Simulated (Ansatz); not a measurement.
# GeH9NO: the cost of one run

Program: Ansatz 0.2.0. Level of theory: RKS PBE-D4/def2-SVP. These are calculated values, not measurements.

### Step 1. The structure to begin with

Bond lengths: Ge1–H3 1.514 Å, Ge1–H4 1.535 Å, Ge1–H5 1.510 Å, Ge1–O7 2.173 Å, O7–H10 0.958 Å, N9–H11 1.009 Å, N9–H12 1.008 Å. Angles: H3–Ge1–H4 102.9°, H3–Ge1–H5 120.0°, H3–Ge1–O7 117.2°, H4–Ge1–H5 103.0°, H4–Ge1–O7 83.8°, H5–Ge1–O7 118.7°, Ge1–O7–H10 113.0°, H11–N9–H12 111.0°.

Structure file:

```xyz
12

Ge   -1.0709    0.2708   -1.3295
H     0.8849    0.1553   -0.9664
H    -0.9168   -1.0620   -2.0304
H    -2.5810    0.3469   -1.0659
H    -0.7921    1.5541   -2.0754
H     0.2294   -0.0551    1.2633
O    -0.9322    0.2738    0.8386
H     1.3656   -0.0703   -0.1383
N     1.5384   -0.3117    1.1724
H    -1.6422   -0.2122    1.2591
H     1.8017   -1.2531    1.4222
H     2.1154    0.3635    1.6501
```

### Step 2. A restrained relaxation towards end A

Springs on the bonds that form and break draw the guess towards this end; the thresholds are loose.

input.yaml reads:

```yaml
crystal:
  periodic: [false, false, false]
  atoms:
    - { symbol: Ge, position_ang: [-1.0709, 0.2708, -1.3295] }
    - { symbol: H, position_ang: [0.8849, 0.1553, -0.9664] }
    - { symbol: H, position_ang: [-0.9168, -1.062, -2.0304] }
    - { symbol: H, position_ang: [-2.581, 0.3469, -1.0659] }
    - { symbol: H, position_ang: [-0.7921, 1.5541, -2.0754] }
    - { symbol: H, position_ang: [0.2294, -0.0551, 1.2633] }
    - { symbol: O, position_ang: [-0.9322, 0.2738, 0.8386] }
    - { symbol: H, position_ang: [1.3656, -0.0703, -0.1383] }
    - { symbol: "N", position_ang: [1.5384, -0.3117, 1.1724] }
    - { symbol: H, position_ang: [-1.6422, -0.2122, 1.2591] }
    - { symbol: H, position_ang: [1.8017, -1.2531, 1.4222] }
    - { symbol: H, position_ang: [2.1154, 0.3635, 1.6501] }
basis:
  gaussian: { orbitals: def2-SVP }
hamiltonian:
  xc: pbe
  dispersion: d4
relax:
  f_tol: 0.15
  max_steps: 25
  restrain:
    - { distance: [0, 6], at: 3.16, k: 30.0 }
    - { distance: [5, 8], at: 2.32, k: 30.0 }
    - { distance: [7, 1], at: 1.92, k: 30.0 }
    - { distance: [0, 1], at: 1.51, k: 30.0 }
    - { distance: [5, 6], at: 0.97, k: 30.0 }
    - { distance: [7, 8], at: 1.02, k: 30.0 }
output:
  orbitals: {}
```

Run with:

```bash
ansatz run input.yaml --threads 2 --pin off --max-ram 3072MiB --backend cpu --events-out ev --progress --plain --runs-dir out
```

Q: Estimate wall time and peak memory on 2 threads of Intel Xeon 6975P-C (Granite Rapids), shared host.

About 14 s, with a peak of 0.16 GiB.
